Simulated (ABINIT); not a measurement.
AgRh:

```
Ag Rh
1.0
     2.77759    0.00000    0.00000
    -1.38879    2.40546    0.00000
     0.00000    0.00000    4.80860
Ag Rh
1 1
Cartesian
  0.0000 0.0000 2.4043
  1.3888 0.8018 0.0000
```

The cell comes from a database or a generator and needn't be the stable form of this composition.

Base run:

```yaml
Program: ABINIT 10.8.3 (patched build)
Functional: RPBE
Potentials_or_basis: JTH PAW PBE v2.0
Cutoff: 544 eV
k_mesh: 11 × 11 × 6
Occupations: fermi-dirac, width 0.05 eV
Spin: no spin polarisation
```

Its results: band gap on the k mesh none (metal or under the smearing width); pressure 1.9 GPa.

Q: After a change of settings the same cell gave: band gap on the k mesh none (metal or under the smearing width); pressure -9.4 GPa. Which change was it?
A. functional from RPBE to PW91
B. functional from RPBE to PBE
C. functional from RPBE to WC
D. functional from RPBE to revPBE

A: C.

WC binds more tightly than RPBE, so the same cell stands under less pressure.

Caveats: the PAW data sets were made with another functional, which shifts forces and pressure a little.
